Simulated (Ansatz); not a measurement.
C2H7NZn, SMILES C[CH2][Zn][NH2]: an atomisation energy, run with Ansatz 0.2.0 through its Python package.

Input file `c2h7nzn.xyz`:
```text
11

C    -0.74180    0.93240    0.18830
C    -0.27110   -0.14860    1.05200
Zn    0.91810   -0.96600    0.11910
N     1.54160   -1.30180   -1.31860
H    -1.21350    0.54610   -0.77450
H    -1.57900    1.55880    0.71470
H     0.06890    1.66600   -0.07980
H    -1.05270   -0.82840    1.30000
H     0.17000    0.28740    2.02870
H     1.70290   -0.31200   -1.48660
H     0.52200   -1.49110   -1.72260
```

`c2h7nzn_tae.py`
```python
"""Atomisation energy of C2H7NZn at the given geometry."""

from collections import Counter

import ansatz as az

params = {
    "basis_set": "cc-pVDZ",
    "xc": "cam_b3lyp",
}


def energy_of(molecule, charge=0, unpaired=0):
    calc = (
        molecule.calculation()
        .basis(gaussian=params["basis_set"])
        .functional(params["xc"])
    )
    if charge:
        calc = calc.charge(charge)
    if unpaired:
        calc = calc.spin("collinear", total=unpaired)
    return calc.run(threads=1).report["free_energy_ev"]

system = az.Crystal.molecule_from_extxyz("c2h7nzn.xyz")

# Hund ground states
unpaired = {"C": 2, "Zn": 0, "N": 3, "H": 1}
counts = Counter(site.symbol for site in system.cartesian_sites)
atom_energy = {s: energy_of(az.Crystal.molecule().atom(s, (0, 0, 0)), 0, unpaired[s]) for s in counts}
whole = energy_of(system, 0, 0)
for s, e in atom_energy.items():
    print(f"{s:2s} x{counts[s]}  {e:14.5f} eV")
print(f"C2H7NZn: {whole:.5f} eV")
split = sum(counts[s] * e for s, e in atom_energy.items()) - whole
print(f"atomisation energy (no zero-point term): {96.485332 * split:.1f} kJ/mol, {split / sum(counts.values()):.3f} eV an atom")
```

What does it cost to take this molecule apart into atoms?

3381.7 kJ/mol from the electronic energies, without the zero-point term.

The output:

`python c2h7nzn_tae.py` gives:
```text
C  x2     -1029.38945 eV
Zn x1    -48423.91609 eV
N  x1     -1484.85634 eV
H  x7       -13.54839 eV
C2H7NZn: -52097.43887 eV
atomisation energy (no zero-point term): 3381.7 kJ/mol, 3.186 eV an atom
```

What to keep in mind:
- Total energies depend on the basis set; only differences at equal settings carry meaning.
- The geometry is a force-field or estimated start, not a minimum of this method, and the basis set is short of its limit. All parts are taken at fixed geometry, without zero-point energy.
- Finished in 3.4 s on 1 thread of AMD EPYC 9R45 96-Core Processor (Zen 5), with other jobs on the host, peak memory 0.36 GiB.

(Lines on the test bed's own set-up are left out of the output.)
